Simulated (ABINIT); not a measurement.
# ZrB (Fm-3m) in ABINIT: notebook

One crystal, ZrB, is run at these levels: LDA, PBE+D3(BJ); tasks: relaxation of cell and atoms, single point.

Everything below comes from runs of ABINIT 10.8.3 (patched build). Logs are shortened: lines on timing, memory, paths and dates and some standing lists are left out, and cuts for length are marked. The log counts tension as positive stress, the text compression.

**1. The crystal as given**

Symmetry: Fm-3m, No. 225, cubic system. The conventional cell has a = 4.650 Å, b = 4.650 Å, c = 4.650 Å, α = 90.00°, β = 90.00°, γ = 90.00°. Around Zr (site symmetry m-3m) lie 6 B at 2.33 Å. Around B (site symmetry m-3m) lie 6 Zr at 2.33 Å.

**2. Relaxation of cell and atoms, LDA**

File run.abi:

```
# Pseudopotentials
pp_dirpath "./"
pseudos "Zr.upf, B.upf"

# Structure
acell 6.2135074315 6.2135074315 6.2135074315
rprim
     0.0000000000     0.7071067812     0.7071067812
     0.7071067812     0.0000000000     0.7071067812
     0.7071067812     0.7071067812     0.0000000000
ntypat 2
znucl 40 5
natom 2
typat 1 2
chkprim 0
chksymtnons 0
tolsym 1.0e-6
xred
            0.0            0.0            0.0
            1/2            1/2            1/2

# Plane-wave basis
ecut 38.0
ecutsm 0.5

# k points
kptopt 1
ngkpt 8 8 8
nshiftk 1
shiftk 0.0 0.0 0.0

# Exchange and correlation
ixc 7

# Bands and occupations
nband 12
occopt 3
tsmear 0.05 eV

# SCF cycle
nstep 80
tolvrs 1.0e-12

# Output
iomode 3
prteig 0
prtebands 0
prtwf 0
prtden 0

# Relaxation
ionmov 2
optcell 2
ntime 50
tolmxf 2.0e-5
dilatmx 1.08
```

Potentials or basis: PseudoDojo NC SR LDA v0.4 stringent.

Launch:

```sh
mpirun --bind-to none -np 4 abinit run.abi > log 2>&1
```

run.abo:

```text
.Version 10.8.3 of ABINIT
 Symmetries : space group Fm -3 m (#225); Bravais cF (face-center cubic)
================================================================================
 Values of the parameters that define the memory need of the present run
     intxc =       0    ionmov =       2      iscf =       7    lmnmax =       6
     lnmax =       6     mgfft =      40  mpssoang =       3    mqgrid =    3001
     natom =       2  nloc_mem =       1    nspden =       1   nspinor =       1
    nsppol =       1      nsym =      48    n1xccc =    2501    ntypat =       2
    occopt =       3   xclevel =       1
       mpw =        2413          nfft =       64000          nkpt =          29
================================================================================
================================================================================

--------------------------------------------------------------------------------
------------- Echo of variables that govern the present computation ------------
--------------------------------------------------------------------------------
 -outvars: echo values of preprocessed input variables --------
            acell      6.2135074315E+00  6.2135074315E+00  6.2135074315E+00 Bohr
              amu      9.12240000E+01  1.08110000E+01
          chkprim           0
      chksymtnons           0
          dilatmx      1.08000000E+00
             ecut      3.80000000E+01 Hartree
           ecutsm      5.00000000E-01 Hartree
           ionmov           2
              ixc           7
         kptrlatt        8    0    0      0    8    0      0    0    8
          kptrlen      4.97080595E+01
            natom           2
            nband          12
            ngfft          40      40      40
             nkpt          29
            nstep          80
             nsym          48
            ntime          50
           ntypat           2
           occopt           3
          optcell           2
           prtden           0
        prtebands           0
           prteig           0
            prtwf           0
            rprim      0.0000000000E+00  7.0710678120E-01  7.0710678120E-01
                       7.0710678120E-01  0.0000000000E+00  7.0710678120E-01
                       7.0710678120E-01  7.0710678120E-01  0.0000000000E+00
          spgroup         225
           tolmxf      2.00000000E-05
           tolsym      1.00000000E-06
           tolvrs      1.00000000E-12
           tsmear      1.83746611E-03 Hartree
            typat      1  2
           xangst      0.0000000000E+00  0.0000000000E+00  0.0000000000E+00
                       2.3249999985E+00  2.3249999985E+00  2.3249999985E+00
            xcart      0.0000000000E+00  0.0000000000E+00  0.0000000000E+00
                       4.3936132399E+00  4.3936132399E+00  4.3936132399E+00
             xred      0.0000000000E+00  0.0000000000E+00  0.0000000000E+00
                       5.0000000000E-01  5.0000000000E-01  5.0000000000E-01
            znucl       40.00000    5.00000

================================================================================

 chkinp: Checking input parameters for consistency.

================================================================================
== DATASET  1 ==================================================================

--- !DatasetInfo
iteration_state: {dtset: 1, }
dimensions: {natom: 2, nkpt: 29, mband: 12, nsppol: 1, nspinor: 1, nspden: 1, mpw: 2413, }
cutoff_energies: {ecut:  38.0, pawecutdg:  -1.0, }
electrons: {nelect:   1.50000000E+01, charge:   0.00000000E+00, occopt:   3.00000000E+00, tsmear:   1.83746611E-03, }
meta: {optdriver: 0, ionmov: 2, optcell: 2, iscf: 7, paral_kgb: 0, }
...

 Exchange-correlation functional for the present dataset will be:
  LDA: Perdew-Wang 92 LSD fit to Ceperley-Alder data - ixc=7
  J.P.Perdew and Y.Wang, PRB 45, 13244 (1992)

 Real(R)+Recip(G) space primitive vectors, cartesian coordinates (Bohr,Bohr^-1):
 R(1)=  0.0000000  4.3936132  4.3936132  G(1)= -0.1138016  0.1138016  0.1138016
 R(2)=  4.3936132  0.0000000  4.3936132  G(2)=  0.1138016 -0.1138016  0.1138016
 R(3)=  4.3936132  4.3936132  0.0000000  G(3)=  0.1138016  0.1138016 -0.1138016
 Unit cell volume ucvol=  1.6962719E+02 bohr^3
 Angles (23,13,12)=  6.00000000E+01  6.00000000E+01  6.00000000E+01 degrees

 getcut: wavevector=  0.0000  0.0000  0.0000  ngfft=  40  40  40
         ecut(hartree)=     44.323   => boxcut(ratio)=   2.14804

--- Pseudopotential description ------------------------------------------------
- pspini: atom type   1  psp file is ./Zr.upf
  40.00000  12.00000  180309                  znucl, zion, pspdat
12 -1012 2 -1 1584                            pspcod,pspxc,lmax,lloc,mmax
     nproj     2     2     2

- pspini: atom type   2  psp file is ./B.upf
   5.00000   3.00000  180309                  znucl, zion, pspdat
12 -1012 1 -1 1498                            pspcod,pspxc,lmax,lloc,mmax
     nproj     2     2     0

   3.31032686E+02                                ecore*ucvol(ha*bohr**3)
--------------------------------------------------------------------------------

================================================================================

=== [ionmov= 2] Broyden-Fletcher-Goldfarb-Shanno method (forces)
================================================================================

--- Iteration: ( 1/50) Internal Cycle: (1/1)
--------------------------------------------------------------------------------

---SELF-CONSISTENT-FIELD CONVERGENCE--------------------------------------------

--- !BeginCycle
iteration_state: {dtset: 1, itime: 1, icycle: 1, }
solver: {iscf: 7, nstep: 80, nline: 4, wfoptalg: 0, }
tolerances: {tolvrs: 1.00E-12, }
...

     iter   Etot(hartree)      deltaE(h)  residm     vres2
 ETOT  1  -53.594241369967    -5.359E+01 2.238E-01 4.059E+02
 ETOT  2  -53.638664054581    -4.442E-02 8.082E-03 1.955E+02
 ETOT  3  -53.661915458578    -2.325E-02 3.249E-03 1.670E-01
 ETOT  4  -53.661947413382    -3.195E-05 1.346E-03 5.092E-03
 ETOT  5  -53.661948181890    -7.685E-07 1.096E-03 3.140E-04
 ETOT  6  -53.661948224082    -4.219E-08 5.154E-04 1.479E-05
 ETOT  7  -53.661948225977    -1.895E-09 4.332E-04 1.820E-07
 ETOT  8  -53.661948226001    -2.349E-11 1.898E-04 2.320E-10
 ETOT  9  -53.661948226002    -1.023E-12 1.592E-04 1.228E-11
 ETOT 10  -53.661948226002     7.105E-14 6.759E-05 1.855E-13
[... 438 lines left out ...]
 Gradient of E wrt nuclear positions in reduced coordinates (gred)
  0.00000000000000E+00  0.00000000000000E+00  0.00000000000000E+00
  0.00000000000000E+00  0.00000000000000E+00  0.00000000000000E+00
 Scale of Primitive Cell (acell) [bohr]
  6.45726253934239E+00  6.45726253934239E+00  6.45726253934239E+00
 Real space primitive translations (rprimd) [bohr]
  0.00000000000000E+00  4.56597412947087E+00  4.56597412947087E+00
  4.56597412947087E+00  0.00000000000000E+00  4.56597412947087E+00
  4.56597412947087E+00  4.56597412947087E+00  0.00000000000000E+00
 Unitary Cell Volume (ucvol) [Bohr^3]=  1.90383950862328E+02
 Angles (23,13,12)= [degrees]
  6.00000000000000E+01  6.00000000000000E+01  6.00000000000000E+01
 Lengths [Bohr]
  6.45726253934239E+00  6.45726253934239E+00  6.45726253934239E+00
 Stress tensor in cartesian coordinates (strten) [Ha/bohr^3]
 -6.41015902164144E-09  0.00000000000000E+00  0.00000000000000E+00
  0.00000000000000E+00 -6.41015901990671E-09  0.00000000000000E+00
  0.00000000000000E+00  0.00000000000000E+00 -6.41015901990671E-09
 Total energy (etotal) [Ha]= -5.36701592377920E+01

 Difference of energy with previous step (new-old):
           Absolute (Ha)=-1.92860E-08
           Relative     =-3.59343E-10

 At Broyd/MD step   5, gradients are converged :
  max grad (force/stress) = 6.4102E-07 < tolmxf= 2.0000E-05 ha/bohr (free atoms)

================================================================================

 ----iterations are completed or convergence reached----

 Mean square residual over all n,k,spin=   32.890E-10; max=  10.473E-07
 reduced coordinates (array xred) for    2 atoms
       0.000000000000      0.000000000000      0.000000000000
       0.500000000000      0.500000000000      0.500000000000
 rms dE/dt=  0.0000E+00; max dE/dt=  0.0000E+00; dE/dt below (all hartree)
    1       0.000000000000      0.000000000000      0.000000000000
    2       0.000000000000      0.000000000000      0.000000000000

 cartesian coordinates (angstrom) at end:
    1      0.00000000000000     0.00000000000000     0.00000000000000
    2      2.41620945324946     2.41620945324946     2.41620945324946

 cartesian forces (hartree/bohr) at end:
    1     -0.00000000000000    -0.00000000000000    -0.00000000000000
    2     -0.00000000000000    -0.00000000000000    -0.00000000000000
 frms,max,avg= 0.0000000E+00 0.0000000E+00   0.000E+00  0.000E+00  0.000E+00 h/b

 cartesian forces (eV/Angstrom) at end:
    1     -0.00000000000000    -0.00000000000000    -0.00000000000000
    2     -0.00000000000000    -0.00000000000000    -0.00000000000000
 frms,max,avg= 0.0000000E+00 0.0000000E+00   0.000E+00  0.000E+00  0.000E+00 e/A
 length scales=  6.457262539342  6.457262539342  6.457262539342 bohr
              =  3.417036178319  3.417036178319  3.417036178319 angstroms
 Fermi (or HOMO) energy (hartree) =   0.34914   Average Vxc (hartree)=  -0.44436
 Eigenvalues (hartree) for nkpt=  29  k points:
 kpt#   1, nband= 12, wtk=  0.00195, kpt=  0.0000  0.0000  0.0000 (reduced coord)
  -1.38495   -0.57131   -0.57131   -0.57131    0.05280    0.41255    0.41255    0.41255
   0.46905    0.46905    0.47859    0.47859
      occupation numbers for kpt#   1
   2.00000    2.00000    2.00000    2.00000    2.00000    0.00000    0.00000    0.00000
   0.00000    0.00000    0.00000    0.00000
 prteigrs : prtvol=0 or 1, do not print more k-points.

--- !EnergyTerms
iteration_state     : {dtset: 1, itime: 5, icycle: 1, }
comment             : Components of total free energy in Hartree
kinetic             :  1.63563582506842E+01
hartree             :  6.80577447649924E+00
xc                  : -1.12100240940750E+01
Ewald energy        : -4.27041767502751E+01
psp_core            :  1.73876361228500E+00
local_psp           : -3.00175164900144E+01
non_local_psp       :  5.36106649143024E+00
internal            : -5.36697545034658E+01
'-kT*entropy'       : -4.04734326215132E-04
total_energy        : -5.36701592377920E+01
total_energy_eV     : -1.46043943290286E+03
band_energy         : -4.44129372715764E+00
...

 Cartesian components of stress tensor (hartree/bohr^3)
  sigma(1 1)= -6.41015902E-09  sigma(3 2)=  0.00000000E+00
  sigma(2 2)= -6.41015902E-09  sigma(3 1)=  0.00000000E+00
  sigma(3 3)= -6.41015902E-09  sigma(2 1)=  0.00000000E+00

-Cartesian components of stress tensor (GPa)         [Pressure=  1.8859E-04 GPa]
- sigma(1 1)= -1.88593390E-04  sigma(3 2)=  0.00000000E+00
- sigma(2 2)= -1.88593390E-04  sigma(3 1)=  0.00000000E+00
- sigma(3 3)= -1.88593390E-04  sigma(2 1)=  0.00000000E+00

== END DATASET(S) ==============================================================
================================================================================

 -outvars: echo values of variables after computation  --------
            acell      6.4572625393E+00  6.4572625393E+00  6.4572625393E+00 Bohr
           etotal     -5.3670159238E+01
            fcart     -0.0000000000E+00 -0.0000000000E+00 -0.0000000000E+00
                      -0.0000000000E+00 -0.0000000000E+00 -0.0000000000E+00
            rprim      0.0000000000E+00  7.0710678119E-01  7.0710678119E-01
                       7.0710678119E-01  0.0000000000E+00  7.0710678119E-01
                       7.0710678119E-01  7.0710678119E-01  0.0000000000E+00
           strten     -6.4101590216E-09 -6.4101590199E-09 -6.4101590199E-09
                       0.0000000000E+00  0.0000000000E+00  0.0000000000E+00
           xangst      0.0000000000E+00  0.0000000000E+00  0.0000000000E+00
                       2.4162094532E+00  2.4162094532E+00  2.4162094532E+00
             xred      0.0000000000E+00  0.0000000000E+00  0.0000000000E+00
                       5.0000000000E-01  5.0000000000E-01  5.0000000000E-01
 Calculation completed.
```

Run time: 30 s. Hardware: 4 MPI ranks of Arm Neoverse V2, shared host; peak memory 0.28 GiB.

Results:

```yaml
Free_energy: -1460.4394 eV
Relaxed_volume: 14.11 Å³/atom
Relaxed_cell: a = 3.417 Å, b = 3.417 Å, c = 3.417 Å, α = 60.00°, β = 60.00°, γ = 60.00°
Space_group_after_relaxing_to_0.05_Å: Fm-3m (No. 225)
Energy_gained_by_relaxing: 111.7 meV/atom
Ionic_steps: 5
Pressure_after_relaxing: 0.0 GPa
Band_gap_on_the_k_mesh: none (metal or under the smearing width)
```

Step by step:
| step | energy change (eV) | largest force (eV/Å) | pressure (GPa) | volume (Å³) |
| --- | --- | --- | --- | --- |
| 1 | 0.0000 | 0.0000 | 25.55 | 25.14 |
| 2 | -0.2000 | 0.0000 | 7.31 | 27.15 |
| 3 | -0.2231 | 0.0000 | 0.79 | 28.09 |
| 4 | -0.2234 | 0.0000 | 0.03 | 28.21 |
| 5 | -0.2234 | 0.0000 | 0.00 | 28.21 |

Final structure:
```xyz
2
Lattice="0.0000 2.4162 2.4162 2.4162 0.0000 2.4162 2.4162 2.4162 0.0000" Properties=species:S:1:pos:R:3 pbc="T T T"
Zr    0.0000    0.0000    0.0000
B     2.4162    2.4162    2.4162
```

Caveat: the volume moved by +12 % from the deposited cell, more than functionals usually miss.

(Part 1 of 2 ends here.)
